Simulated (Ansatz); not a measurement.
**Cl₂H₄OSi₂: up Jacob's ladder to CCSD(T)**

Aim: compute Cl₂H₄OSi₂ with functionals from several rungs and with coupled cluster, and see how far each lands from CCSD(T) at the basis-set limit for the atomisation energy.

The runs use Ansatz 0.2.0, Gaussian basis; functionals in def2-TZVPP, the program's frozen cores in correlated methods.

Plan: LDA (SPW92), PBE-D4, revPBE-D4, BLYP-D4, r2SCAN-D4, B97M-V, PBE0-D4, B3LYP-D4, r2SCANh-D4, r2SCAN0-D4, HSE06-D4, BHLYP-D4, CAM-B3LYP-D4, LC-ωPBE, ωB97X-V, ωB97M-V, B2PLYP, PBE-QIDH; CCSD(T)/def2-SVP; CCSD(T)/def2-TZVPP; MP2/def2-QZVPP; extrapolation to the limit; RPA on PBE.

### 1 The relaxed structure

All runs share one geometry, relaxed beforehand with PBE0-D4 in a triple-zeta def2 set.

SMILES `O[SiH2][SiH](Cl)Cl`, 9 atoms, charge 0, spin multiplicity 1.

Atoms are counted from 1 here; the program's logs count them from 0.

Bond lengths: O1–Si2 1.648 Å, O1–H6 0.959 Å, Si2–Si3 2.346 Å, Si2–H7 1.482 Å, Si2–H8 1.489 Å, Si3–Cl4 2.052 Å, Si3–Cl5 2.064 Å, Si3–H9 1.481 Å. Angles: Si2–O1–H6 117.2°, O1–Si2–Si3 109.7°, O1–Si2–H7 106.6°, O1–Si2–H8 112.7°, Si3–Si2–H7 111.3°, Si3–Si2–H8 106.6°, H7–Si2–H8 109.9°, Si2–Si3–Cl4 110.1°, Si2–Si3–Cl5 105.9°, Si2–Si3–H9 117.6°, Cl4–Si3–Cl5 109.5°, Cl4–Si3–H9 107.1°, Cl5–Si3–H9 106.5°.

### 2 LDA

This LDA is Slater exchange with PW92 correlation.

in.yaml reads:

```yaml
crystal:
  periodic: [false, false, false]
  atoms:
    - {symbol: O, position_ang: [-0.674315, 0.687968, 1.846880]}
    - {symbol: Si, position_ang: [0.587570, 0.168934, 0.923167]}
    - {symbol: Si, position_ang: [-0.104590, -0.059238, -1.306756]}
    - {symbol: Cl, position_ang: [1.265955, -1.165956, -2.359970]}
    - {symbol: Cl, position_ang: [-1.901976, -1.072221, -1.239188]}
    - {symbol: H, position_ang: [-1.490687, 0.187039, 1.795407]}
    - {symbol: H, position_ang: [1.654981, 1.188745, 1.054327]}
    - {symbol: H, position_ang: [1.102014, -1.162228, 1.347778]}
    - {symbol: H, position_ang: [-0.350255, 1.180458, -2.078745]}
basis:
  gaussian: {orbitals: def2-TZVPP}
hamiltonian: {xc: lda}
output: {orbitals: {seedname: orbitals}}
```

After this run come: PBE-D4 (GGA); revPBE-D4 (GGA); BLYP-D4 (GGA); r2SCAN-D4 (meta-GGA); B97M-V (meta-GGA); PBE0-D4 (hybrid); B3LYP-D4 (hybrid); r2SCANh-D4 (hybrid); r2SCAN0-D4 (hybrid); HSE06-D4 (hybrid); BHLYP-D4 (hybrid); CAM-B3LYP-D4 (range-separated); LC-ωPBE-D4 (range-separated); ωB97X-V (range-separated); ωB97M-V (range-separated); B2PLYP (double hybrid); PBE-QIDH (double hybrid); CCSD(T) in def2-SVP; CCSD(T) in def2-TZVPP; MP2 in def2-QZVPP; RPA on PBE orbitals.

Q: Predict the results of all the runs planned. Wanted: atomisation energy, CCSD(T)/CBS; farthest beyond LDA; mean size of error, GGA; mean size of error, meta-GGA; mean size of error, hybrid; mean size of error, range-separated; mean size of error, double hybrid; gap, smallest and largest; T1 diagnostic.

**Answer**, as computed:

| quantity | value |
| --- | --- |
| atomisation energy, CCSD(T)/CBS | 705.6 kcal/mol |
| functionals within 3.5 kcal/mol (0.5 %) | PBE-D4, r2SCAN-D4, B97M-V, ωB97X-V, ωB97M-V |
| farthest beyond LDA | BHLYP-D4 (-24.1 kcal/mol) |
| mean size of error, GGA | 10.5 kcal/mol |
| mean size of error, meta-GGA | 1.6 kcal/mol |
| mean size of error, hybrid | 11.5 kcal/mol |
| mean size of error, range-separated | 5.7 kcal/mol |
| mean size of error, double hybrid | 13.5 kcal/mol |
| gap, smallest and largest | 4.74 eV (LDA (SPW92)), 11.77 eV (LC-ωPBE) |
| T1 diagnostic | 0.0107 |
| triples share of the correlation energy | 3.8 % |

**Reading.** The LDA atomisation energy is off by 87.7 kcal/mol (12 %): it overbinds. PBE-D4 misses by -1.1 kcal/mol. Double hybrids carry the basis error of their MP2 part in triple zeta, and no dispersion term here, so their miss is partly the set-up's. By mean error the best rung here is meta-GGA (1.6 kcal/mol) and the worst beyond LDA is double hybrid (13.5 kcal/mol). The reference freezes the cores and leaves out relativity and excitations past (T), so misses under about 3.5 kcal/mol can't be ranked. Hartree-Fock recovers 73 % of the binding; the rest is correlation. CCSD(T) in def2-SVP is off by -67.8 kcal/mol, worse than the median functional, from the basis alone. Orbital gaps span 4.7 to 11.8 eV; exact exchange widens them.
